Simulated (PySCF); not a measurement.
# OsO₄: NMR shieldings

Aim: compute the NMR shieldings of OsO₄ (`[O]=[Os](=[O])(=[O])=[O]`).

Computed with PySCF 2.14.0 and routines of our own; the level stands in each step. Atoms count from 0.

3 further runs of the same task are left out: 3 for a basis unfit for spin-orbit shieldings.

## Step 1: The starting structure

5 atoms, charge 0, multiplicity 1; geometry from: GFN2-xTB.

## Step 2: NMR shieldings: PBE0/pcSseg-1 Os:x2c-TZVPall-2c, spin-free

What the job is given:

```
{"job": {"xc": "PBE0", "basis": {"default": "pcSseg-1", "Os": "x2c-TZVPall-2c"}, "rel": "sf", "kind": "hnmr"}, "charge": 0, "multiplicity": 1}
Os    -0.000110    -0.000030    -0.000090
O      0.010210    -0.017390     1.619170
O      1.523030     0.010080    -0.549290
O     -0.770270     1.325870    -0.520710
O     -0.762860    -1.318520    -0.549070
```

Method: PBE0/pcSseg-1 Os:x2c-TZVPall-2c GIAO NMR shielding, spin-free X2C, Gaussian nuclei, gas phase.

The run is started by

```bash
OMP_NUM_THREADS=1 python heavy_run.py task.json out
```

This one command runs all jobs of the session in turn.

Log:

```text
spin-free SCF
coarse grid: 29680 points
cycle   1  E = -17553.5690361349  dE =  3.117e+00  |g| = 3.830e+00  |ddm| = 3.005e+00
cycle   2  E = -17542.5159317582  dE =  1.105e+01  |g| = 9.974e+00  |ddm| = 9.108e+00
cycle   3  E = -17555.5459801864  dE = -1.303e+01  |g| = 1.833e+00  |ddm| = 6.637e+00
cycle   4  E = -17556.0288206768  dE = -4.828e-01  |g| = 3.401e-01  |ddm| = 7.679e-01
cycle   5  E = -17556.0332042714  dE = -4.384e-03  |g| = 2.082e-01  |ddm| = 1.398e-01
cycle   6  E = -17556.0376699764  dE = -4.466e-03  |g| = 1.099e-01  |ddm| = 1.106e-01
cycle   7  E = -17556.0399018046  dE = -2.232e-03  |g| = 6.878e-03  |ddm| = 5.860e-02
cycle   8  E = -17556.0399086667  dE = -6.862e-06  |g| = 3.772e-03  |ddm| = 5.966e-03
cycle   9  E = -17556.0399094416  dE = -7.748e-07  |g| = 2.764e-03  |ddm| = 2.546e-03
final grid: 60608 points
cycle  10  E = -17556.0286601855  dE =  1.279e-05  |g| = 8.879e-03  |ddm| = 6.066e-03
cycle  11  E = -17556.0285240287  dE =  1.362e-04  |g| = 2.874e-02  |ddm| = 1.942e-02
cycle  12  E = -17556.0286742976  dE = -1.503e-04  |g| = 1.039e-03  |ddm| = 1.489e-02
cycle  13  E = -17556.0286744523  dE = -1.546e-07  |g| = 5.845e-05  |ddm| = 4.979e-04
cycle  14  E = -17556.0286744528  dE = -5.421e-10  |g| = 1.568e-05  |ddm| = 4.517e-05
converged SCF energy = -17556.0286744528
check of the scalar solution
cycle   1  E = -17556.0286744528  dE = -1.756e+04  |FDS-SDF| = 1.568e-05
cycle   2  E = -17556.0286744527  dE =  1.128e-10  |FDS-SDF| = 2.497e-05
converged, E = -17556.0286744527

Field gradients (au) and densities at the nuclei (bohr^-3)
atom        Vxx        Vyy        Vzz        centre      nuclear mean
  0 Os     0.0021     0.0034    -0.0056    1625790.469    1528137.156
  1 O     -0.1536    -0.1543     0.3080        283.101        283.100
  2 O     -0.1533    -0.1540     0.3074        283.101        283.100
  3 O     -0.1532    -0.1541     0.3074        283.101        283.100
  4 O     -0.1531    -0.1536     0.3068        283.101        283.100
without picture change
  0 Os                          -0.0068                   4273215.297

Core orbital energies (eV)
atom   shell        mean    spread
  0 Os 1s       -73779.127   0.000
  0 Os 2s       -12888.753   0.000
  0 Os 3s        -3020.033   0.000
  0 Os 4s         -649.942   0.000
  0 Os 5s         -101.365   0.000
  0 Os 2p       -11265.682   0.000
  0 Os 3p        -2538.927   0.000
  0 Os 4p         -490.582   0.000
  0 Os 5p          -60.187   0.001
  0 Os 3d        -1980.710   0.000
  0 Os 4d         -286.741   0.001
  0 Os 4f          -61.386   0.033

Shielding tensors (ppm)
atom      isotropic    diamagn.    paramagn.     s11        s22        s33       span
  0 Os       -1.12     9240.37    -9241.50      -2.75      -0.95       0.33       3.07
  1 O      -367.54      395.06     -762.60    -487.36    -307.87    -307.40     179.97
  2 O      -367.44      395.06     -762.50    -487.20    -307.84    -307.27     179.94
  3 O      -367.57      395.06     -762.63    -487.29    -307.85    -307.57     179.72
  4 O      -367.50      395.06     -762.56    -487.14    -307.74    -307.60     179.54
```

Run time: 25 s. Hardware: 1 thread of AMD EPYC 9R45, shared host; peak memory 0.93 GiB.

## Step 3: NMR shieldings: PBE0/pcSseg-1 Os:x2c-TZVPall-2c in water, spin-free

What the job is given:

```
{"job": {"xc": "PBE0", "basis": {"default": "pcSseg-1", "Os": "x2c-TZVPall-2c"}, "rel": "sf", "solvent": "water", "kind": "hnmr"}, "charge": 0, "multiplicity": 1}
Os    -0.000110    -0.000030    -0.000090
O      0.010210    -0.017390     1.619170
O      1.523030     0.010080    -0.549290
O     -0.770270     1.325870    -0.520710
O     -0.762860    -1.318520    -0.549070
```

With the program's defaults for keys left out, this is: PBE0/pcSseg-1 Os:x2c-TZVPall-2c GIAO NMR shielding, spin-free X2C, Gaussian nuclei, IEF-PCM water.

Log:

```text
spin-free SCF
coarse grid: 29680 points
cycle   1  E = -17553.6315919759  dE =  3.054e+00  |g| = 3.786e+00  |ddm| = 3.005e+00
cycle   2  E = -17543.2799256355  dE =  1.035e+01  |g| = 9.722e+00  |ddm| = 8.729e+00
cycle   3  E = -17555.6041494076  dE = -1.232e+01  |g| = 1.725e+00  |ddm| = 6.294e+00
cycle   4  E = -17556.0363665000  dE = -4.322e-01  |g| = 3.076e-01  |ddm| = 7.276e-01
cycle   5  E = -17556.0391266701  dE = -2.760e-03  |g| = 1.892e-01  |ddm| = 1.315e-01
cycle   6  E = -17556.0441262434  dE = -5.000e-03  |g| = 5.093e-02  |ddm| = 8.356e-02
cycle   7  E = -17556.0445909242  dE = -4.647e-04  |g| = 8.506e-03  |ddm| = 2.957e-02
cycle   8  E = -17556.0446031905  dE = -1.227e-05  |g| = 3.136e-03  |ddm| = 6.066e-03
cycle   9  E = -17556.0446045269  dE = -1.336e-06  |g| = 6.849e-04  |ddm| = 1.715e-03
final grid: 60608 points
cycle  10  E = -17556.0333673884  dE =  4.421e-07  |g| = 1.988e-03  |ddm| = 1.502e-03
cycle  11  E = -17556.0333630165  dE =  4.372e-06  |g| = 5.653e-03  |ddm| = 3.765e-03
cycle  12  E = -17556.0333680201  dE = -5.004e-06  |g| = 1.303e-04  |ddm| = 2.757e-03
cycle  13  E = -17556.0333680212  dE = -1.146e-09  |g| = 1.019e-04  |ddm| = 1.080e-04
cycle  14  E = -17556.0333680229  dE = -1.652e-09  |g| = 3.147e-06  |ddm| = 5.114e-05
converged SCF energy = -17556.0333680229
check of the scalar solution
cycle   1  E = -17556.0333680229  dE = -1.756e+04  |FDS-SDF| = 3.147e-06
cycle   2  E = -17556.0333680229  dE = -1.455e-11  |FDS-SDF| = 5.451e-06
converged, E = -17556.0333680229

Field gradients (au) and densities at the nuclei (bohr^-3)
atom        Vxx        Vyy        Vzz        centre      nuclear mean
  0 Os     0.0020     0.0034    -0.0054    1625790.287    1528136.986
  1 O     -0.1597    -0.1603     0.3200        283.081        283.081
  2 O     -0.1592    -0.1601     0.3193        283.081        283.081
  3 O     -0.1592    -0.1601     0.3193        283.081        283.081
  4 O     -0.1590    -0.1597     0.3187        283.081        283.081
without picture change
  0 Os                          -0.0066                   4273214.811

Core orbital energies (eV)
atom   shell        mean    spread
  0 Os 1s       -73778.932   0.000
  0 Os 2s       -12888.557   0.000
  0 Os 3s        -3019.835   0.000
  0 Os 4s         -649.741   0.000
  0 Os 5s         -101.152   0.000
  0 Os 2p       -11265.486   0.000
  0 Os 3p        -2538.728   0.000
  0 Os 4p         -490.380   0.000
  0 Os 5p          -59.967   0.001
  0 Os 3d        -1980.512   0.000
  0 Os 4d         -286.540   0.001
  0 Os 4f          -61.184   0.034

Shielding tensors (ppm)
atom      isotropic    diamagn.    paramagn.     s11        s22        s33       span
  0 Os        9.88     9239.66    -9229.78       8.22      10.07      11.35       3.13
  1 O      -367.65      395.80     -763.46    -484.09    -309.70    -309.17     174.91
  2 O      -367.67      395.81     -763.48    -484.06    -309.78    -309.15     174.91
  3 O      -367.85      395.81     -763.65    -484.21    -309.84    -309.49     174.73
  4 O      -367.79      395.81     -763.60    -484.08    -309.73    -309.56     174.52
```

Run time: 26 s. Hardware: 1 thread of AMD EPYC 9R45, shared host; peak memory 0.95 GiB.

## Step 4: NMR shieldings: PBE0/pcSseg-1 Os:x2c-TZVPall-2c in dichloromethane, spin-free

What the job is given:

```
{"job": {"xc": "PBE0", "basis": {"default": "pcSseg-1", "Os": "x2c-TZVPall-2c"}, "rel": "sf", "solvent": "dichloromethane", "kind": "hnmr"}, "charge": 0, "multiplicity": 1}
Os    -0.000110    -0.000030    -0.000090
O      0.010210    -0.017390     1.619170
O      1.523030     0.010080    -0.549290
O     -0.770270     1.325870    -0.520710
O     -0.762860    -1.318520    -0.549070
```

With the program's defaults for keys left out, this is: PBE0/pcSseg-1 Os:x2c-TZVPall-2c GIAO NMR shielding, spin-free X2C, Gaussian nuclei, IEF-PCM dichloromethane.

Log:

```text
spin-free SCF
coarse grid: 29680 points
cycle   1  E = -17553.6220278261  dE =  3.064e+00  |g| = 3.793e+00  |ddm| = 3.005e+00
cycle   2  E = -17543.1692166823  dE =  1.045e+01  |g| = 9.759e+00  |ddm| = 8.784e+00
cycle   3  E = -17555.5955617258  dE = -1.243e+01  |g| = 1.741e+00  |ddm| = 6.343e+00
cycle   4  E = -17556.0352514605  dE = -4.397e-01  |g| = 3.121e-01  |ddm| = 7.338e-01
cycle   5  E = -17556.0382184005  dE = -2.967e-03  |g| = 1.919e-01  |ddm| = 1.325e-01
cycle   6  E = -17556.0432732495  dE = -5.055e-03  |g| = 5.633e-02  |ddm| = 8.610e-02
cycle   7  E = -17556.0438465322  dE = -5.733e-04  |g| = 8.248e-03  |ddm| = 3.220e-02
cycle   8  E = -17556.0438579628  dE = -1.143e-05  |g| = 3.191e-03  |ddm| = 6.032e-03
cycle   9  E = -17556.0438593327  dE = -1.370e-06  |g| = 7.687e-04  |ddm| = 1.748e-03
final grid: 60608 points
cycle  10  E = -17556.0326220417  dE =  6.269e-07  |g| = 2.259e-03  |ddm| = 1.675e-03
cycle  11  E = -17556.0326159998  dE =  6.042e-06  |g| = 6.507e-03  |ddm| = 4.372e-03
cycle  12  E = -17556.0326228787  dE = -6.879e-06  |g| = 1.748e-04  |ddm| = 3.226e-03
cycle  13  E = -17556.0326228826  dE = -3.889e-09  |g| = 8.667e-05  |ddm| = 1.227e-04
converged SCF energy = -17556.0326228826
check of the scalar solution
cycle   1  E = -17556.0326228826  dE = -1.756e+04  |FDS-SDF| = 8.667e-05
cycle   2  E = -17556.0326228792  dE =  3.449e-09  |FDS-SDF| = 1.691e-04
cycle   3  E = -17556.0326228837  dE = -4.573e-09  |FDS-SDF| = 5.896e-06
converged, E = -17556.0326228837

Field gradients (au) and densities at the nuclei (bohr^-3)
atom        Vxx        Vyy        Vzz        centre      nuclear mean
  0 Os     0.0021     0.0034    -0.0055    1625790.316    1528137.013
  1 O     -0.1587    -0.1593     0.3180        283.084        283.084
  2 O     -0.1582    -0.1591     0.3173        283.084        283.084
  3 O     -0.1582    -0.1591     0.3174        283.084        283.084
  4 O     -0.1581    -0.1587     0.3168        283.084        283.084
without picture change
  0 Os                          -0.0067                   4273214.887

Core orbital energies (eV)
atom   shell        mean    spread
  0 Os 1s       -73778.956   0.000
  0 Os 2s       -12888.581   0.000
  0 Os 3s        -3019.859   0.000
  0 Os 4s         -649.765   0.000
  0 Os 5s         -101.179   0.000
  0 Os 2p       -11265.510   0.000
  0 Os 3p        -2538.752   0.000
  0 Os 4p         -490.405   0.000
  0 Os 5p          -59.994   0.001
  0 Os 3d        -1980.536   0.000
  0 Os 4d         -286.564   0.001
  0 Os 4f          -61.209   0.034

Shielding tensors (ppm)
atom      isotropic    diamagn.    paramagn.     s11        s22        s33       span
  0 Os        8.13     9239.78    -9231.65       6.47       8.32       9.59       3.13
  1 O      -367.64      395.68     -763.32    -484.61    -309.42    -308.89     175.72
  2 O      -367.63      395.69     -763.32    -484.56    -309.48    -308.86     175.70
  3 O      -367.82      395.69     -763.50    -484.71    -309.55    -309.19     175.52
  4 O      -367.75      395.69     -763.44    -484.57    -309.43    -309.26     175.31
```

Wall time 26 s (1 thread of AMD EPYC 9R45, shared host); peak memory 0.97 GiB.

## Step 5: Shieldings side by side

```
                                                                  run   Os0      O4      O3      O2      O1  time
                   step 2, PBE0/pcSseg-1 Os:x2c-TZVPall-2c, spin-free  -1.1  -367.5  -367.6  -367.4  -367.5  25 s
          step 3, PBE0/pcSseg-1 Os:x2c-TZVPall-2c in water, spin-free   9.9  -367.8  -367.8  -367.7  -367.7  26 s
step 4, PBE0/pcSseg-1 Os:x2c-TZVPall-2c in dichloromethane, spin-free   8.1  -367.8  -367.8  -367.6  -367.6  26 s
```

## Step 6: Summary of results

| quantity | value |
| --- | --- |
| shieldings (step 2, PBE0/pcSseg-1 Os:x2c-TZVPall-2c, spin-free) | Os0 -1.1, O1 -367.5, O2 -367.4, O3 -367.6, O4 -367.5 ppm |
| shieldings (step 3, PBE0/pcSseg-1 Os:x2c-TZVPall-2c in water, spin-free) | Os0 9.9, O1 -367.7, O2 -367.7, O3 -367.8, O4 -367.8 ppm |
| shieldings (step 4, PBE0/pcSseg-1 Os:x2c-TZVPall-2c in dichloromethane, spin-free) | Os0 8.1, O1 -367.6, O2 -367.6, O3 -367.8, O4 -367.8 ppm |

Os0 moves most between the runs, by 11 ppm; the labels say what changes from run to run. No run holds spin-orbit coupling, which is large for shieldings at and beside heavy atoms. The geometry comes from tight binding, which is rough for metal atoms, and these values hang on it.
